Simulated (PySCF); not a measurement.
Runs of PySCF 2.14.0 on FCBrH2. The cell holds a molecule in a box, 5 atoms: a = 12.000 Å, b = 11.000 Å, c = 11.000 Å, α = 90.00°, β = 90.00°, γ = 90.00°. 

```tsv
task	level	three-body dispersion term	conv_tol	grid for exchange and correlation	frozen core bands	gap on the mesh (eV)
atomic charges	B3PW91+D3	no	1e-07 Ha	Becke, atom-centred	-	7.75
excitation energies (Tamm-Dancoff)	PBE0	-	1e-08 Ha	Becke, atom-centred	11	(a)
MP2 correlation energy	HF	-	1e-08 Ha	-	11	15.31
CCSD(T) correlation energy	HF	-	1e-08 Ha	-	11	15.31
atomic charges	r2SCAN0+D4	yes	1e-07 Ha	Becke, atom-centred	-	8.57
```

Alike in all rows: potentials or basis 6-31g* (all-electron); no spin polarisation; cell as given; k mesh 1 × 1 × 1; smearing fixed.

Task: Estimate the missing entries.

Result: (a) 8.22.

Caveats: this is a molecule in a periodic box at the Γ point, so its band gap is the HOMO-LUMO gap; relativity is left out, which matters for the heavier elements; the basis of atomic orbitals isn't converged, which shifts pressures, moduli and gaps; the basis is small and the box finite, so much correlation energy is missing and levels can be off by tenths of an eV (some runs); the iterative solver can pass over a root and still report convergence (some runs).

A k mesh can miss the band edges, and the runs leave out spin-orbit coupling on Br.

Runs at the PBE level aren't shown here.
